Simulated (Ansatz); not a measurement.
# MgFBr: the band gap up the ladder of functionals

One table from this session's results is given with a row withheld; the runs are named, their logs left out.

The runs shown are made with Ansatz 0.2.0. PAW datasets, plane waves. (Calculated; spin-unpolarised; the phase may be known or hypothetical.)

## The system as given

The cell was relaxed beforehand with r2SCAN.

In-plane lattice: a = 3.405 Å, b = 3.405 Å, γ = 120.0°; thickness between the outer nuclei 2.77 Å. Around Mg lie 3 F at 2.20 Å and 3 Br at 2.65 Å; around F lie 3 Mg at 2.20 Å and 1 Br at 2.77 Å; around Br lie 3 Mg at 2.65 Å and 1 F at 2.77 Å.

As a file:

```
CELL_PARAMETERS angstrom
3.40487 0.00000 0.00000
-1.70243 2.94870 0.00000
0.00000 0.00000 29.37415
ATOMIC_POSITIONS crystal
Mg 0.33333 0.66667 0.31515
F 0.66667 0.33333 0.34915
Br 0.66667 0.33333 0.25487
```
Periodic in the plane only; c spans the vacuum.

The first run:

Contents of input.yaml:

```yaml
crystal:
  lattice:
    - [3.4048684003, 0.0, 0.0]
    - [-1.7024342001, 2.9487025312, 0.0]
    - [0.0, 0.0, 29.37415216]
  atoms:
    - { symbol: Mg, position: [0.3333333333, 0.6666666667, 0.3151533568] }
    - { symbol: F, position: [0.6666666667, 0.3333333333, 0.3491493687] }
    - { symbol: Br, position: [0.6666666667, 0.3333333333, 0.2548727406] }
  periodic: [true, true, false]
kpoints:
  mp_grid: { grid: [12, 12, 1] }
  band_path:
    path:
      - [0, 0, 0]
      - [0.5, 0, 0]
      - [0.3333333333333, 0.3333333333333, 0]
      - [0, 0, 0]
    npoints: 10
hamiltonian:
  xc: pbe
scf:
  occupations: { method: fermi_dirac, width: 0.02 }
  n_extra_bands: 4
output:
  forces: true
  stress: true
  eigenvalues: true
```

Command:

```bash
ansatz run input.yaml --threads 4 --pin off --max-ram 5529MiB --backend cpu --events-out ev --progress --plain --runs-dir out
```

Steps of the session up to this table: PBE bands along the symmetry lines; r2SCAN; Single point with HSE06; PBE+SOC at the same geometry; Single point with PBE0; Single point with LDA; Single point with HSE06+SOC; Single point with Hartree-Fock; Single point with LC-ωPBE.

One of the session's tables, all rows but one given; the rest of the session is left out.

```
       level  gap (eV)
         PBE      2.00
      r2SCAN         ?
       HSE06      3.09
     PBE+SOC      1.81
        PBE0      3.81
         LDA      1.78
   HSE06+SOC      2.89
Hartree-Fock      8.55
     LC-ωPBE      8.09
```

Q: Estimate the row for r2SCAN from the others.

The run gave: gap (eV): 2.55. In the column «gap (eV)» it lies between PBE (2.00) and HSE06+SOC (2.89).

Meshes: PBE 12×12×1, r2SCAN 12×12×1, HSE06 6×6×1, PBE+SOC 12×12×1, PBE0 6×6×1, LDA 12×12×1, HSE06+SOC 6×6×1, Hartree-Fock 6×6×1, LC-ωPBE 6×6×1.

In words: LDA gives the least gap, 1.78 eV, and Hartree-Fock the largest, 8.55 eV. Against HSE06, PBE is short by 1.09 eV, at 65 % of it, and r2SCAN 82 %. PBE0 lies 0.72 eV above HSE06, which differs from it by screening the long-range exchange.

Caveats from the session: Warnings in the runs' records: stress exchange threshold loose, stress scf threshold loose, xc potential rough in thin density.
